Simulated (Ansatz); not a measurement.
# TePd3 (Cmmm) in Ansatz: reference runs

How does TePd3 come out in PBEsol? The cell is run as given and disturbed.

Everything below comes from runs of Ansatz 0.2.0. Logs are shortened: lines on timing, memory, paths and dates and some standing lists are left out, and cuts for length are marked.

## 1. The structure

It takes space group Cmmm (No. 65, orthorhombic). Conventional cell: a = 4.961 Å, b = 4.985 Å, c = 5.695 Å, α = 90.00°, β = 90.00°, γ = 90.00°. Te (site symmetry mmm) is surrounded by 10 Pd at 2.85 to 2.88 Å. Pd (site symmetry mm2) has 6 Pd at 2.83 to 2.87 Å and 4 Te at 2.87 to 2.88 Å as nearest neighbours. Pd (site symmetry mmm) is surrounded by 2 Te at 2.85 Å and 8 Pd at 2.85 to 2.87 Å.

The cell comes from a database or a generator and needn't be the stable form of this composition.

## 2. Single point, PBEsol

The input, input.yaml:

```yaml
crystal:
  lattice:
    - [2.480263, -2.4924255387, 0.0]
    - [2.480263, 2.4924255387, 0.0]
    - [0.0, 0.0, 5.6953335863]
  atoms:
    - { symbol: Te, position: [0.0, 0.0, 0.0] }
    - { symbol: Pd, position: [0.5, 0.5, 0.25191] }
    - { symbol: Pd, position: [0.0, 0.0, 0.5] }
    - { symbol: Pd, position: [0.5, 0.5, 0.74809] }
kpoints:
  mp_grid: { grid: [8, 8, 5] }
scf:
  occupations: { method: fermi_dirac, width: 0.05 }
hamiltonian:
  xc: pbesol
  pseudopotentials: { kind: all_electron, lapw: { basis_error: 0.001 } }
output:
  forces: true
  stress: true
  eigenvalues: true
  populations: true
```

Potentials or basis: all-electron LAPW, scalar-relativistic.

The run is started by

```
> ansatz run input.yaml --threads 2 --pin off --max-ram 8192MiB --backend cpu --events-out ev --progress --plain --runs-dir out
```

Standard output:

```text
Warning: RAYON_NUM_THREADS=2 ignored (pool sized by the plan → 2); use --threads N
Te: projections on atomic orbitals take those of the free atom 1s2 2s2 2p6 3s2 3p6 3d10 4s2 4p6 4d10 5s2 5p4, of charge +0.00 (hamiltonian.pseudopotentials.projection_atoms)
Pd: projections on atomic orbitals take those of the free atom 1s2 2s2 2p6 3s2 3p6 3d10 4s2 4p6 4d10, of charge +0.00 (hamiltonian.pseudopotentials.projection_atoms)
LAPW: plane waves up to 8.120 Å⁻¹, error target 1.0e-3 eV per atom; small_component_spin mean_spin; Pd in spheres of 1.413 Å, 28 of its electrons in bands, Dirac shells []; Te in spheres of 1.413 Å, 24 of its electrons in bands, Dirac shells [] (how accurate: hamiltonian.pseudopotentials.lapw.basis_error, Limitations)
Engine: ansatz 0.2.0, aarch64-unknown-linux-gnu
Pseudopotentials: kind: all_electron
Pseudopotential: Te, LAPW, valence charge 24, lapw/all_electron/scalar/gaussian/Te, Koelling and Harmon's equation, gaussian nucleus
Pseudopotential: Pd, LAPW, valence charge 28, lapw/all_electron/scalar/gaussian/Pd, Koelling and Harmon's equation, gaussian nucleus
Functional definition: PBEsol
  exchange = pbesol_x
  correlation = pbesol_c
Crystal: 4 atoms, lattice volume = 70.416 Å³
Basis set: ecut = 251.1907666195784 eV, 659 PW (Γ), exchange–correlation at level 2
Bands: 65, of which v1, the nominal top of the filled ones, is band 54 counted from 1 (53 counted from 0)
Symmetry: 8 space group operations
Space group: Cmmm (ITA 65), of the structure as read, at distance tolerance 4.1e-5 Å
k-points: 63 of 320
Non-local potential: Te, projectors of the file, none
Non-local potential: Pd, projectors of the file, none
Initial density: superposition of atomic densities (chi_scale 0.1, normalization cell, long waves kept (reshape's long-wave potential 0.02 eV rms))
Initial wavefunctions: plane waves of lowest kinetic energy (no species holds an atomic orbital)
Functional: x = pbesol(κ = 0.804, μ = 0.12345679012345678), c = pbesol(β = 0.046)
iter 1 solved again at ethr=2.19e-3 eV; its pass at ethr=1.00e-1 eV (dr2=2.36e0 eV) is discarded
SCF iter   1: F=—  HF=-596531.520171 eV  |F-HF|=—  |Δ(HF+E_count)|=         —  Δρ=5.14e-2  dr2=2.37e0  ethr=2.19e-3  ⟨swp⟩=2.0  Hψ=26021  notcnv=0
preconditioner: auto → Kerker (q_TF=auto, 2.930 Å⁻¹)  [metal: Δε(μ)=0.013 eV  Ē_g=9.654 eV  σ=0.050 eV  W_gap=0.06  n_scr=36 (ndim 8)  ℏωp=26.6 eV  f_vac=0.004  D(μ)=3.10/eV (n_scr^D=28)]
SCF iter   2: F=—  HF=-596530.254568 eV  |F-HF|=—  |Δ(HF+E_count)|=    1.27e0  Δρ=2.87e-2  dr2=1.84e0  ethr=2.19e-3  ⟨swp⟩=3.0  Hψ=11901  notcnv=0
SCF iter   3: F=—  HF=-596528.122496 eV  |F-HF|=—  |Δ(HF+E_count)|=    2.13e0  Δρ=1.20e-2  dr2=2.08e-1  ethr=1.71e-3  ⟨swp⟩=2.0  Hψ=11483  notcnv=0
SCF iter   4: F=—  HF=-596528.116598 eV  |F-HF|=—  |Δ(HF+E_count)|=         —  Δρ=9.89e-3  dr2=1.12e-1  ethr=1.93e-4  ⟨swp⟩=2.0  Hψ=12336  notcnv=0
the basis was enlarged: its passes take 787.7 KiB over the memory plan, 2 of 2 planned eigensolver slots
SCF iter   5: F=—  HF=-596528.068686 eV  |F-HF|=—  |Δ(HF+E_count)|=   4.79e-2  Δρ=5.27e-3  dr2=6.47e-2  ethr=1.03e-4  ⟨swp⟩=2.0  Hψ=11197  notcnv=0
SCF iter   6: F=—  HF=-596528.061038 eV  |F-HF|=—  |Δ(HF+E_count)|=   7.65e-3  Δρ=2.48e-3  dr2=1.30e-2  ethr=5.99e-5  ⟨swp⟩=2.0  Hψ=11684  notcnv=0
iter 7 solved again at ethr=2.42e-7 eV; its pass at ethr=1.21e-5 eV (dr2=2.62e-4 eV) is discarded
SCF iter   7: F=—  HF=-596528.059589 eV  |F-HF|=—  |Δ(HF+E_count)|=   1.45e-3  Δρ=5.91e-4  dr2=2.61e-4  ethr=2.42e-7  ⟨swp⟩=2.0  Hψ=20228  notcnv=0
SCF iter   8: F=—  HF=-596528.059454 eV  |F-HF|=—  |Δ(HF+E_count)|=   1.35e-4  Δρ=1.44e-4  dr2=1.32e-5  ethr=2.42e-7  ⟨swp⟩=2.0  Hψ=11814  notcnv=0
SCF iter   9: F=—  HF=-596528.059449 eV  |F-HF|=—  |Δ(HF+E_count)|=   5.14e-6  Δρ=9.17e-5  dr2=1.33e-5  ethr=1.22e-8  ⟨swp⟩=2.0  Hψ=11816  notcnv=0
SCF iter  10: F=—  HF=-596528.059446 eV  |F-HF|=—  |Δ(HF+E_count)|=   3.08e-6  Δρ=4.37e-5  dr2=3.26e-6  ethr=1.22e-8  ⟨swp⟩=2.0  Hψ=11815  notcnv=0
SCF iter  11: F=—  HF=-596528.059445 eV  |F-HF|=—  |Δ(HF+E_count)|=   7.42e-7  Δρ=1.39e-5  dr2=3.45e-7  ethr=3.02e-9  ⟨swp⟩=2.0  Hψ=11815  notcnv=0
SCF iter  12: F=-596528.059445 eV  HF=-596528.059445 eV  |F-HF|=5.47e-9  |Δ(HF+E_count)|=   9.66e-8  Δρ=5.62e-6  dr2=2.48e-8  ethr=3.20e-10  ⟨swp⟩=2.0  Hψ=11815  notcnv=0
SCF 1 converged in 12 iterations: F = -596528.059445 eV  dr2 = 2.48e-8
SCF converged after 12 iterations
Free energy (F): -596528.059445 eV
Harris-Foulkes:  -596528.059445 eV  (|F-HF|=5.47e-9)
Internal energy: -596528.040756 eV  (E = F + TS)
E sigma→0 (E₀):  -596528.050101 eV
Entropy (-TS):   -0.018689 eV (-4.672 meV/atom)
Fermi energy:    19.244188 eV
--- Per-component energies (eV) ---
  E_band       = -10526.411461
  E_kinetic    = 624793.182574
  E_xc         = -16279.586311
  E_electrostatic = -1205041.637019  (all electrons and nuclei)
  E_smearing   = -0.018689  (= −TS)
  E_closure    = 0.000000  (closes the sum)
  E_atoms      = -596510.576460  (free atoms, spherical and without spin; not in F)
  Σ components = -596528.059445   (vs F -596528.059445, Δ=0.00e0)
  Basis errors (estimates in eV, not in F): energy 2.5e-4 per atom: plane waves 2.2e-4 (1.1e-4 summed), levels above the bands 1.7e-104, relativity 1.9e-8, radial functions 3.1e-5, core shells 2.4e-8; eigenvalues (radial functions only) 1.3e-6; not estimated: angular momenta, meshes, grids; target (lapw.basis_error) 1.0e-3; muffin-tin radii Pd 1.413 Å, Te 1.413 Å
--- Forces (eV/Å), atoms counted from 1 ---
  atom   1  Te    -0.00000000     0.00000000     0.00000000
  atom   2  Pd     0.00000000     0.00000000     0.05922072
  atom   3  Pd    -0.00000000     0.00000000     0.00000000
  atom   4  Pd     0.00000000     0.00000000    -0.05922072
  max |Σ_I F_I| component: 1.18e-30 eV/Å
--- Stress (GPa, compression-positive) ---
       -7.367864       0.000000       0.000000
        0.000000      -7.798817       0.000000
        0.000000       0.000000      -9.690907
  P = ⅓ Tr σ = -8.2859 GPa (-82.859 kbar)
--- Band table (eV; the first three rows and the last of 63) ---
  k-point 0: bands = ["-305.1313", "-305.1313", "-305.1311", "-305.1311", "-305.1287", "-305.1287", "-305.1255", "-305.1255", "-305.1048", "-305.1048", "-304.7433", "-304.7303", "-304.7291", "-304.7091", "-304.6716", "-141.0791", "-91.1856", "-91.1845", "-91.1750", "-64.8031", "-64.7908", "-64.3814", "-30.6692", "-30.5743", "-30.5655", "-30.5512", "-30.5432", "-30.5204", "-30.2806", "-30.0762", "-30.0733", "-18.6331", "-18.6124", "-18.6113", "-18.6038", "-18.6035", "5.6838", "13.2259", "14.6407", "14.9730", "15.4349", "15.4387", "15.4845", "16.1693", "16.3239", "16.9010", "16.9315", "17.1424", "17.8587", "17.8728", "18.0257", "18.0314", "18.6588", "19.3414", "19.3505", "19.3594", "23.3809", "25.8007", "26.2623", "28.8865", "28.9355", "29.2850", "29.2882", "30.3298", "31.5935"]
  k-point 1: bands = ["-305.1313", "-305.1313", "-305.1311", "-305.1311", "-305.1287", "-305.1287", "-305.1255", "-305.1255", "-305.1048", "-305.1048", "-304.7433", "-304.7303", "-304.7291", "-304.7091", "-304.6716", "-141.0791", "-91.1856", "-91.1845", "-91.1750", "-64.8019", "-64.7920", "-64.3814", "-30.6550", "-30.5725", "-30.5638", "-30.5530", "-30.5450", "-30.5345", "-30.2812", "-30.0761", "-30.0732", "-18.6331", "-18.6121", "-18.6112", "-18.6038", "-18.6035", "5.7322", "12.7032", "14.8093", "15.0353", "15.5286", "15.5749", "15.7795", "16.1872", "16.1900", "16.8819", "16.9107", "17.1019", "17.5850", "17.5878", "17.8874", "17.9344", "18.6799", "19.6981", "19.8979", "19.9193", "22.9833", "25.8113", "26.1268", "27.2641", "27.2671", "29.3345", "31.0491", "31.1059", "31.9474"]
  k-point 2: bands = ["-305.1313", "-305.1313", "-305.1311", "-305.1311", "-305.1287", "-305.1287", "-305.1255", "-305.1255", "-305.1048", "-305.1048", "-304.7433", "-304.7303", "-304.7291", "-304.7091", "-304.6716", "-141.0791", "-91.1856", "-91.1845", "-91.1750", "-64.7990", "-64.7949", "-64.3814", "-30.6177", "-30.5714", "-30.5686", "-30.5599", "-30.5570", "-30.5489", "-30.2821", "-30.0760", "-30.0732", "-18.6331", "-18.6118", "-18.6106", "-18.6038", "-18.6035", "5.8146", "12.0995", "15.1021", "15.1685", "15.7207", "15.7694", "15.9499", "16.0584", "16.2269", "16.8653", "16.8883", "17.0343", "17.0393", "17.0504", "17.7044", "18.0406", "18.7125", "20.6205", "20.6585", "20.9336", "22.3028", "25.0275", "25.8283", "26.0162", "26.0320", "28.8728", "31.9274", "32.8279", "32.9525"]
  k-point 62: bands = ["-305.1313", "-305.1313", "-305.1311", "-305.1311", "-305.1287", "-305.1287", "-305.1255", "-305.1255", "-305.1048", "-305.1048", "-304.7433", "-304.7303", "-304.7291", "-304.7091", "-304.6716", "-141.0791", "-91.1858", "-91.1846", "-91.1750", "-64.7976", "-64.7939", "-64.3810", "-30.6146", "-30.5853", "-30.5768", "-30.5685", "-30.5666", "-30.5606", "-30.2845", "-30.0813", "-30.0785", "-18.6212", "-18.6084", "-18.6080", "-18.6019", "-18.5999", "7.8817", "13.1308", "13.1370", "13.3704", "15.5371", "16.1805", "16.1921", "16.3412", "16.3460", "16.5916", "17.4099", "17.5035", "17.5290", "17.6753", "17.7255", "18.2595", "19.4167", "19.4466", "19.9387", "20.9853", "21.0267", "21.3886", "23.9607", "25.7149", "28.4663", "28.7999", "28.8521", "30.3339", "30.9806"]
--- Löwdin populations: 4 sites ---
  site symbol       q [e]
     0     Te     52.4216
     1     Pd     45.4152
     2     Pd     45.5053
     3     Pd     45.4152
  spilling = 0.006541 (of n_electrons = 190.000000)
```

It took 58 s on 2 threads of Arm Neoverse V1, shared host; peak memory 0.81 GiB.

What came out:

| Property | Result |
| --- | --- |
| Free energy | -596528.0594 eV |
| Pressure | -8.3 GPa |
| Largest force | 0.059 eV/Å |
| Band gap on the k mesh | none (metal or under the smearing width) |

Forces on the atoms (eV/Å):
```
Te   0.000  0.000  0.000
Pd   0.000  0.000  0.059
Pd   0.000  0.000  0.000
Pd   0.000  0.000 -0.059
```

Stress tensor (GPa, compression positive):
```
-7.37  0.00  0.00
 0.00 -7.80  0.00
 0.00  0.00 -9.69
```

## 3. Single point, PBEsol (atoms moved at random, drawn with an rms of 0.05 Å)

input.yaml: that of step 2 with these lines changed.

```diff
@@ -6,6 +6,6 @@
   atoms:
-    - { symbol: Te, position: [0.0, 0.0, 0.0] }
-    - { symbol: Pd, position: [0.5, 0.5, 0.25191] }
-    - { symbol: Pd, position: [0.0, 0.0, 0.5] }
-    - { symbol: Pd, position: [0.5, 0.5, 0.74809] }
+    - { symbol: Te, position: [-0.003552, -0.00427, -0.002565] }
+    - { symbol: Pd, position: [0.496937, 0.511544, 0.248634] }
+    - { symbol: Pd, position: [-0.003594, -0.000868, 0.492101] }
+    - { symbol: Pd, position: [0.503592, 0.494495, 0.73983] }
 kpoints:
```

Potentials or basis: all-electron LAPW, scalar-relativistic.

The run is started by

```
> ansatz run input.yaml --threads 2 --pin off --max-ram 8192MiB --backend cpu --events-out ev --progress --plain --runs-dir out
```

Standard output:

```text
Warning: RAYON_NUM_THREADS=2 ignored (pool sized by the plan → 2); use --threads N
Te: projections on atomic orbitals take those of the free atom 1s2 2s2 2p6 3s2 3p6 3d10 4s2 4p6 4d10 5s2 5p4, of charge +0.00 (hamiltonian.pseudopotentials.projection_atoms)
Pd: projections on atomic orbitals take those of the free atom 1s2 2s2 2p6 3s2 3p6 3d10 4s2 4p6 4d10, of charge +0.00 (hamiltonian.pseudopotentials.projection_atoms)
LAPW: plane waves up to 8.210 Å⁻¹, error target 1.0e-3 eV per atom; small_component_spin mean_spin; Pd in spheres of 1.399 Å, 28 of its electrons in bands, Dirac shells []; Te in spheres of 1.399 Å, 24 of its electrons in bands, Dirac shells [] (how accurate: hamiltonian.pseudopotentials.lapw.basis_error, Limitations)
[... 3 set-up lines as earlier in the session ...]
[... 64 lines left out ...]
  k-point 2: bands = ["-305.1533", "-305.1498", "-305.1471", "-305.1442", "-305.1235", "-305.1043", "-305.1013", "-305.1007", "-305.0979", "-305.0748", "-304.7540", "-304.7409", "-304.7398", "-304.7202", "-304.6825", "-141.0736", "-91.1801", "-91.1787", "-91.1697", "-64.8169", "-64.7670", "-64.3928", "-30.6261", "-30.5847", "-30.5759", "-30.5594", "-30.5285", "-30.5205", "-30.2921", "-30.0874", "-30.0843", "-18.6268", "-18.6058", "-18.6048", "-18.5980", "-18.5977", "5.8341", "12.1013", "15.0778", "15.1338", "15.7639", "15.8059", "15.9774", "16.0876", "16.1859", "16.8485", "16.8837", "16.9926", "17.0256", "17.0851", "17.6642", "18.0633", "18.7375", "20.6290", "20.6648", "20.9332", "22.2871", "25.0784", "25.7410", "26.0185", "26.0754", "28.8566", "31.9151", "32.8536", "32.9840"]
  k-point 161: bands = ["-305.1533", "-305.1498", "-305.1471", "-305.1442", "-305.1235", "-305.1043", "-305.1013", "-305.1007", "-305.0979", "-305.0748", "-304.7540", "-304.7409", "-304.7398", "-304.7202", "-304.6825", "-141.0736", "-91.1803", "-91.1789", "-91.1697", "-64.8157", "-64.7658", "-64.3926", "-30.6240", "-30.5996", "-30.5908", "-30.5548", "-30.5413", "-30.5341", "-30.2948", "-30.0921", "-30.0890", "-18.6148", "-18.6028", "-18.6025", "-18.5954", "-18.5945", "7.9031", "13.1644", "13.1721", "13.3811", "15.5151", "16.1865", "16.1952", "16.3011", "16.3096", "16.6399", "17.3758", "17.4724", "17.5170", "17.6697", "17.7480", "18.2452", "19.4100", "19.4397", "19.9591", "20.9735", "21.0087", "21.3899", "23.9653", "25.7406", "28.4916", "28.8053", "28.8571", "30.2960", "31.0111"]
--- Löwdin populations: 4 sites ---
  site symbol       q [e]
     0     Te     52.4214
     1     Pd     45.4119
     2     Pd     45.5031
     3     Pd     45.4175
  spilling = 0.006558 (of n_electrons = 190.000000)
```

populations.tsv:

```text
# site	symbol	l	j	q
# orbitals = lowdin
# n_electrons = 190.000000
# spilling = 0.006558
# projection_atom_Te: 1s2 2s2 2p6 3s2 3p6 3d10 4s2 4p6 4d10 5s2 5p4
# projection_atom_Pd: 1s2 2s2 2p6 3s2 3p6 3d10 4s2 4p6 4d10
0	Te	0_1S	-	2.000000
0	Te	0_2S	-	1.999998
0	Te	0_3S	-	1.999978
0	Te	0_4S	-	1.999737
0	Te	0_5S	-	1.971831
0	Te	1_2P	-	6.000000
0	Te	1_3P	-	5.999989
0	Te	1_4P	-	5.999252
0	Te	1_5P	-	4.450678
0	Te	2_3D	-	9.999998
0	Te	2_4D	-	9.999892
1	Pd	0_1S	-	2.000000
1	Pd	0_2S	-	1.999996
1	Pd	0_3S	-	1.999943
1	Pd	0_4S	-	1.998946
1	Pd	1_2P	-	6.000000
1	Pd	1_3P	-	5.999991
1	Pd	1_4P	-	5.998689
1	Pd	2_3D	-	9.999997
1	Pd	2_4D	-	9.414363
2	Pd	0_1S	-	2.000000
2	Pd	0_2S	-	1.999996
2	Pd	0_3S	-	1.999934
2	Pd	0_4S	-	1.998826
2	Pd	1_2P	-	6.000000
2	Pd	1_3P	-	5.999993
2	Pd	1_4P	-	5.998898
2	Pd	2_3D	-	9.999997
2	Pd	2_4D	-	9.505506
3	Pd	0_1S	-	2.000000
3	Pd	0_2S	-	1.999996
3	Pd	0_3S	-	1.999945
3	Pd	0_4S	-	1.998978
3	Pd	1_2P	-	6.000000
3	Pd	1_3P	-	5.999991
3	Pd	1_4P	-	5.998734
3	Pd	2_3D	-	9.999997
3	Pd	2_4D	-	9.419857
```

Run time: 4.8 min. Hardware: 2 threads of Arm Neoverse V1, shared host; peak memory 1.4 GiB.

What came out:

```yaml
Free_energy: -596528.0533 eV
Pressure: -8.2 GPa
Largest_force: 0.182 eV/Å
Band_gap_on_the_k_mesh: none (metal or under the smearing width)
```

Forces in eV/Å, atoms in the order of the input:
```
Te   0.044  0.012 -0.066
Pd  -0.115 -0.093 -0.106
Pd   0.101  0.013  0.072
Pd  -0.029  0.068  0.100
```
